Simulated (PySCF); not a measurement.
# CH₈AlB₂N: electronic excitations and core binding energies

Aim: predict the electronic excitations and core binding energies of CH₈AlB₂N (`B[N](B)[AlH][CH3]`).

Computed with PySCF 2.14.0, with density-fitted response routines of our own, on a single molecule in the gas phase. Atoms count from 0, in the outputs and in this text.

### Step 1. The starting structure

13 atoms, charge 0, multiplicity 1; geometry from: GFN2-xTB.

Bonds of the start (Å): B0–N1 1.42, N1–B2 1.42, N1–Al3 1.85, Al3–C4 1.98, B0–H5 1.18, B0–H6 1.17, B2–H7 1.18, B2–H8 1.17, Al3–H9 1.54, C4–H10 1.10, C4–H11 1.10, C4–H12 1.09.

### Step 2. Excited states and response: CAM-B3LYP/def2-SVPD

Job settings and geometry (Å):

```
{"job": {"kind": "uv", "xc": "CAM-B3LYP", "basis": "def2-SVPD", "nstates": 8, "ntriplets": 3}, "charge": 0, "multiplicity": 1}
B     -1.471362     1.386092     0.465491
N     -0.999995     0.089411     0.114609
B     -1.772488    -0.864213    -0.607673
Al     0.688139    -0.350995     0.720481
C      2.317753    -0.205742    -0.400771
H     -0.719655     2.086931     1.055168
H     -2.545960     1.754657     0.179125
H     -1.258569    -1.898981    -0.858920
H     -2.871682    -0.637435    -0.945063
H      0.667948    -0.840403     2.182589
H      2.217810    -0.763591    -1.339734
H      2.532361     0.830887    -0.686773
H      3.211312    -0.586133     0.103743
```

Method: TDDFT CAM-B3LYP/def2-SVPD, vertical, gas phase, core orbitals frozen in the response.

The run is started by

```bash
$ OMP_NUM_THREADS=1 python probes_run.py task.json out
```

This one command runs all jobs of the session in turn.

**Question.** This job is followed by: delta-SCF UKS SCAN, pcX-2 on the ionised atom, pcseg-1 elsewhere, spin-free X2C. Predict these results of the whole session: lowest singlet (CAM-B3LYP/def2-SVPD); brightest single state of those computed; lowest triplet; N1s binding energies, SCAN/pcX-2; Al1s binding energies, SCAN/pcX-2; Al2p binding energies, SCAN/pcX-2; C1s binding energies, SCAN/pcX-2.

As calculated:

| quantity | value |
| --- | --- |
| lowest singlet (CAM-B3LYP/def2-SVPD) | 5.48 eV (226 nm), f = 0.000 |
| brightest single state of those computed | state 6, 7.38 eV, f = 0.101 |
| lowest triplet | 5.15 eV |
| N1s binding energies, SCAN/pcX-2 | N1 404.05 eV |
| Al1s binding energies, SCAN/pcX-2 | Al3 1567.17 eV |
| Al2p binding energies, SCAN/pcX-2 | Al3 80.76 eV |
| C1s binding energies, SCAN/pcX-2 | C4 289.99 eV |

In words: The lowest singlet, at 5.48 eV, is HOMO−1→LUMO 0.80, HOMO−1→LUMO+1 0.10 and is dark; of the 8 states computed, the strongest absorption comes from states 6 to 7 together at 7.38 eV. The lowest triplet lies 0.33 eV below the lowest singlet (triplets in Tamm-Dancoff, singlets in full TDDFT).
